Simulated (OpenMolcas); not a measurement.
# One shape, several levels: GeH2O2 (SMILES [OH][Ge][OH])

We compute a comparison of 6 runs (HF/STO-3G, B2PLYP/def2-SVPD, BLYP/def2-SVPD, M06-2X/def2-SVPD, PBE0/def2-SVPD, TPSS/def2-SVPD) of GeH2O2. 

The calculation is run with OpenMolcas 26.06.

1 further run of the same task is left out (set aside as unsound or not needed).

**1. The system as given**

GeH2O2 has 5 atoms, charge 0, and is taken as a singlet. As SMILES, `[OH][Ge][OH]`. Geometry: relaxed at PBE0-D4/def2-TZVP. This is one conformer, not always the lowest.

Bond lengths: O1–Ge2 1.790 Å, Ge2–O3 1.790 Å, O1–H4 0.961 Å, O3–H5 0.961 Å. Angles: O1–Ge2–O3 102.4°, Ge2–O1–H4 118.8°, Ge2–O3–H5 118.8°.

**2. Energy and forces at HF/STO-3G (run 1)**

Input file run.input:

```
&gateway
baslib
$CurrDir
coord
5
angstrom
O       -1.341000      -0.099500      -0.377400
Ge      -0.316400      -0.895800       0.855300
O        1.281900      -0.142300       0.570200
H       -0.940900       0.550800      -0.961500
H        1.366400       0.513200      -0.127900
basis
STO-3G
group
NoSym
&seward
&scf
thresholds
1e-10 1e-07 1e-07 1e-05
prorbitals
1
&alaska
```

The basis set STO-3G is read from a file made from the Basis Set Exchange's data (not shown).

The run is started by

```console
export MOLCAS_MEM=1860
pymolcas run.input > run.log
```

The log of the run:

```text
--- Start Module: gateway ---
[...]
--- Stop Module: gateway /rc=_RC_ALL_IS_WELL_ ---
[...]
      Basis functions           30
[...]
--- Start Module: scf ---
[...]
       Convergence after  12 Iterations
[...]
::    Total SCF energy                              -2200.5868749621
[...]
      Total spin, S                                     0.0000000000
[...]
      Total electronic charge=   50.000000
      Total            charge=   -0.000000
[...]
      Dipole Moment (debye):
      Origin of the operator (angstrom)=   -0.2215   -0.6395    0.6042
                   X=  3.9296E-01               Y=  1.0570E+00               Z= -1.0403E+00           Total=  1.5342E+00
      Quadrupole Moment (debye*angstrom):
[...]
--- Stop Module: scf /rc=_RC_ALL_IS_WELL_ ---
--- Start Module: alaska ---
[...]
 *              Molecular gradients               *
 **************************************************
  Irreducible representation: a
 ------------------------------------------------------------------------------------------
                              X                       Y                       Z
 ------------------------------------------------------------------------------------------
  O1               -1.71597244223953E-02    4.60179385127031E-02   -5.68454795082580E-02
  GE2              -1.75382158759110E-02   -4.73733266028198E-02    4.63736038029161E-02
  O3                5.08493076377334E-02    4.49075135485479E-02   -3.22721409747893E-02
  H4               -2.20883941455836E-02   -2.15518927008631E-02    1.63153391661695E-02
  H5                5.93702680616226E-03   -2.20002327575846E-02    2.64286775139051E-02
 ------------------------------------------------------------------------------------------
--- Stop Module: alaska /rc=_RC_ALL_IS_WELL_ ---
[...]
```

Run time: 2.1 s. Hardware: 1 thread of Arm Neoverse V1, shared host; peak memory 0.37 GiB.

**3. A single-point energy at B2PLYP/def2-SVPD (run 2)**

Input file mol.xyz:

```xyz
5

O     -1.341000    -0.099500    -0.377400
Ge    -0.316400    -0.895800     0.855300
O      1.281900    -0.142300     0.570200
H     -0.940900     0.550800    -0.961500
H      1.366400     0.513200    -0.127900
```

Input file run.inp:

```
>>> EXPORT MOLCAS_PRINT=2

&GATEWAY
  BasLib
  $CurrDir
  Coord
  mol.xyz
  Basis
  def2-SVPD
  Group
  NoSym

&SEWARD
  GridInput
  Grid=UltraFine
  End of Grid

&SCF
  KSDFT
  B2PLYP_SCF
  Thresholds
  1e-10 1e-07 1e-07 1e-05
  PrOrbitals
  1 1

&MBPT2
  Frozen
  11
```

The basis set def2-SVPD is read from a file made from the Basis Set Exchange's data (not shown).

The run is started by

```console
export MOLCAS_MEM=1860
pymolcas run.inp > run.log
```

The log of the run:

```text
--- Start Module: gateway ---
[...]
--- Stop Module: gateway /rc=_RC_ALL_IS_WELL_ ---
[...]
      Basis functions          100
[...]
--- Start Module: scf ---
[...]
       Convergence after  13 Iterations
[...]
::    Total KS-DFT energy                           -2227.6451549371
[...]
      Total spin, S                                     0.0000000000
[...]
      Total electronic charge=   50.000000
      Total            charge=   -0.000000
[...]
      Dipole Moment (debye):
      Origin of the operator (angstrom)=   -0.2215   -0.6395    0.6042
                   X=  3.5688E-01               Y=  9.5899E-01               Z= -9.4497E-01           Total=  1.3928E+00
      Quadrupole Moment (debye*angstrom):
[...]
--- Stop Module: scf /rc=_RC_ALL_IS_WELL_ ---
[...]
--- Start Module: mbpt2 ---
[...]
 ###    WARNING: MP2 implementation intended for RHF references only         ###
 ###############################################################################
MBPT2 WARNING: Reference function according to RunFile:KS-DFT
I'll assume you know what you're doing and continue
WARNING!
Default frozen orbitals as non valence orbitals is overwritten by user input.
Default values:  16
[...]
       Reference weight ( Cref**2 )         =        0.78045
::    Total MBPT2 energy                            -2228.4071956863
[...]
      Total MBPT2 calculations                           0.43      0.48
--- Stop Module: mbpt2 /rc=_RC_ALL_IS_WELL_ ---
[...]
```

It took 24 s on 1 thread of Arm Neoverse V1, shared host; peak memory 0.56 GiB.

Runs 3 to 5 aren't shown in full; the table further down has their settings and results.

**4. Energy and gradient at TPSS/def2-SVPD (run 6)**

mol.xyz is that of step 3.

Input file test.inp:

```
* GeH2O2 Kohn-Sham DFT
&GATEWAY
BasLib
$CurrDir
Coord
mol.xyz
Basis
def2-SVPD
Group
NoSym
&SEWARD
GridInput
Grid=UltraFine
End of Grid
&SCF
KSDFT
2
1.0 MGGA_X_TPSS
1.0 MGGA_C_TPSS
Thresholds
1e-10 1e-07 1e-07 1e-05
PrOrbitals
1 2
&ALASKA
```

The basis set def2-SVPD is read from a file made from the Basis Set Exchange's data (not shown).

The run is started by

```console
export MOLCAS_MEM=1860
pymolcas test.inp > test.log
```

The log of the run:

```text
--- Start Module: gateway ---
[...]
--- Stop Module: gateway /rc=_RC_ALL_IS_WELL_ ---
[...]
      Basis functions          100
[...]
--- Start Module: scf ---
[...]
       Convergence after  16 Iterations
[...]
::    Total KS-DFT energy                           -2228.3326030303
[...]
      Total spin, S                                     0.0000000000
[...]
      Total electronic charge=   50.000000
      Total            charge=   -0.000000
[...]
      Dipole Moment (debye):
      Origin of the operator (angstrom)=   -0.2215   -0.6395    0.6042
                   X=  3.8342E-01               Y=  1.0310E+00               Z= -1.0151E+00           Total=  1.4968E+00
      Quadrupole Moment (debye*angstrom):
[...]
--- Stop Module: scf /rc=_RC_ALL_IS_WELL_ ---
[...]
--- Start Module: alaska ---
[...]
 *              Molecular gradients               *
 **************************************************
  Irreducible representation: a
 ------------------------------------------------------------------------------------------
                              X                       Y                       Z
 ------------------------------------------------------------------------------------------
  O1                1.25361119509613E-02    1.77065532769927E-03    2.36132290278768E-03
  GE2               5.03672616111217E-03    1.36116825229351E-02   -1.33708875612584E-02
  O3               -1.10788774363222E-02    2.15782905374962E-03   -6.17192894899765E-03
  H4               -4.13904317650737E-03   -8.75954452061123E-03    8.27309669808240E-03
  H5               -2.35491749924099E-03   -8.78062238380650E-03    8.90839690938527E-03
 ------------------------------------------------------------------------------------------
--- Stop Module: alaska /rc=_RC_ALL_IS_WELL_ ---
[...]
```

Run time: 45 s. Hardware: 1 thread of Arm Neoverse V1, shared host; peak memory 0.56 GiB.

**5. All runs side by side**

```
run             level      task  frozen core orbitals   energy (Eh)  dipole moment (D)  HOMO energy (eV)  LUMO energy (eV)  wall time
  1         HF/STO-3G  gradient                     –  -2200.586875               1.53             -7.08              5.76      2.1 s
  2  B2PLYP/def2-SVPD    energy                    11  -2227.850906               1.39             -9.00             -0.54       24 s
  3    BLYP/def2-SVPD  gradient                     –  -2228.388846               1.35             -6.85             -2.37       35 s
  4  M06-2X/def2-SVPD  gradient                     –  -2228.288358               1.54             -9.01             -0.69       38 s
  5    PBE0/def2-SVPD  gradient                     –  -2227.920028               1.46             -8.03             -1.65       30 s
  6    TPSS/def2-SVPD  gradient                     –  -2228.332603               1.50             -6.97             -2.36       45 s
```

**6. Results**

| quantity | value |
| --- | --- |
| run 6: total energy | -2228.33260 Eh |
| run 6: dipole moment | 1.50 D |
| run 6: HOMO energy | -6.97 eV |
| run 6: LUMO energy | -2.36 eV |
| run 6: HOMO–LUMO gap | 4.61 eV |
| run 6: largest force on an atom | 1.015 eV/Å |

**Reading.** The dipole moment (its size) runs from 1.35 D (BLYP/def2-SVPD) to 1.54 D (M06-2X/def2-SVPD). The HOMO–LUMO gap runs from 4.48 eV (BLYP/def2-SVPD) to 12.85 eV (HF/STO-3G). The two ends differ in method and basis. For B2PLYP the log adds the whole second-order term; the table takes 0.27 of it, as the functional is defined. Totals of different functionals can't be ranked against each other. In run 1 the basis is minimal, so the values are rough. All runs together took 2.9 min, the longest 45 s.
